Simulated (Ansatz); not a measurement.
# ClH8NSi3: basis-set convergence

Aim: see how fast density functionals converge with the basis set for ClH8NSi3.

Method: one geometry, several basis sets; program: Ansatz 0.2.0, Gaussian basis.

Levels to be run: PBE0-D4/def2-SVP; ωB97M-V/def2-SVP; PBE0-D4/def2-QZVPP; ωB97M-V/def2-QZVPP; the functionals' def2-TZVPP values are taken from earlier runs.

### Step 1. Structure used throughout

All runs share one geometry, relaxed beforehand with PBE0-D4 in a triple-zeta def2 set.

SMILES `[SiH3][SiH2]N[SiH2]Cl`, 13 atoms, charge 0, spin multiplicity 1.

Atoms are counted from 1 here; the program's logs count them from 0.

Bond lengths: Si1–Si2 2.343 Å, Si1–H6 1.487 Å, Si1–H7 1.489 Å, Si1–H8 1.487 Å, Si2–N3 1.740 Å, Si2–H9 1.490 Å, Si2–H10 1.491 Å, N3–Si4 1.706 Å, N3–H11 1.012 Å, Si4–Cl5 2.064 Å, Si4–H12 1.479 Å, Si4–H13 1.479 Å. Angles: Si2–Si1–H6 111.6°, Si2–Si1–H7 107.0°, Si2–Si1–H8 111.4°, H6–Si1–H7 108.7°, H6–Si1–H8 109.2°, H7–Si1–H8 108.8°, Si1–Si2–N3 110.9°, Si1–Si2–H9 109.7°, Si1–Si2–H10 108.7°, N3–Si2–H9 109.5°, N3–Si2–H10 111.3°, H9–Si2–H10 106.7°, Si2–N3–Si4 127.6°, Si2–N3–H11 115.5°, Si4–N3–H11 115.5°, N3–Si4–Cl5 113.5°, N3–Si4–H12 108.6°, N3–Si4–H13 109.7° and more.

### Step 2. PBE0-D4 in def2-SVP

Contents of in.yaml:

```yaml
crystal:
  periodic: [false, false, false]
  atoms:
    - {symbol: Si, position_ang: [0.118936, 1.913389, -0.604066]}
    - {symbol: Si, position_ang: [0.456788, -0.300935, -1.290783]}
    - {symbol: N, position_ang: [0.299145, -1.397437, 0.051348]}
    - {symbol: Si, position_ang: [-0.374642, -1.076279, 1.585666]}
    - {symbol: Cl, position_ang: [-2.436315, -1.170266, 1.614351]}
    - {symbol: H, position_ang: [1.159237, 2.351939, 0.363389]}
    - {symbol: H, position_ang: [0.208773, 2.765203, -1.821604]}
    - {symbol: H, position_ang: [-1.223750, 2.092579, 0.008797]}
    - {symbol: H, position_ang: [1.814450, -0.438397, -1.889062]}
    - {symbol: H, position_ang: [-0.520645, -0.622083, -2.369911]}
    - {symbol: H, position_ang: [0.440942, -2.375274, -0.165925]}
    - {symbol: H, position_ang: [-0.022675, 0.306797, 1.973990]}
    - {symbol: H, position_ang: [0.100057, -2.084034, 2.558710]}
basis:
  gaussian: {orbitals: def2-SVP}
hamiltonian: {xc: pbe0, dispersion: d4}
output: {orbitals: {seedname: orbitals}}
```

Further steps of the session: ωB97M-V in def2-SVP; PBE0-D4 in def2-QZVPP; ωB97M-V in def2-QZVPP.

**Question.** What will the summary of the whole plan be? Wanted: PBE0-D4: double and triple zeta above quadruple; ωB97M-V: double and triple zeta above quadruple.

As calculated:

| quantity | value |
| --- | --- |
| PBE0-D4: double and triple zeta above quadruple | 15.92, 1.28 eV |
| ωB97M-V: double and triple zeta above quadruple | 15.94, 1.20 eV |

For PBE0-D4 the step from double to triple zeta gains 14.64 eV and the next only 1.28 eV. Total energies overstate the basis error of differences, where much of it tends to cancel. The LUMO of ωB97M-V is positive and keeps falling with the basis (1.69 to 0.87 eV): an unbound level that the basis holds in place.
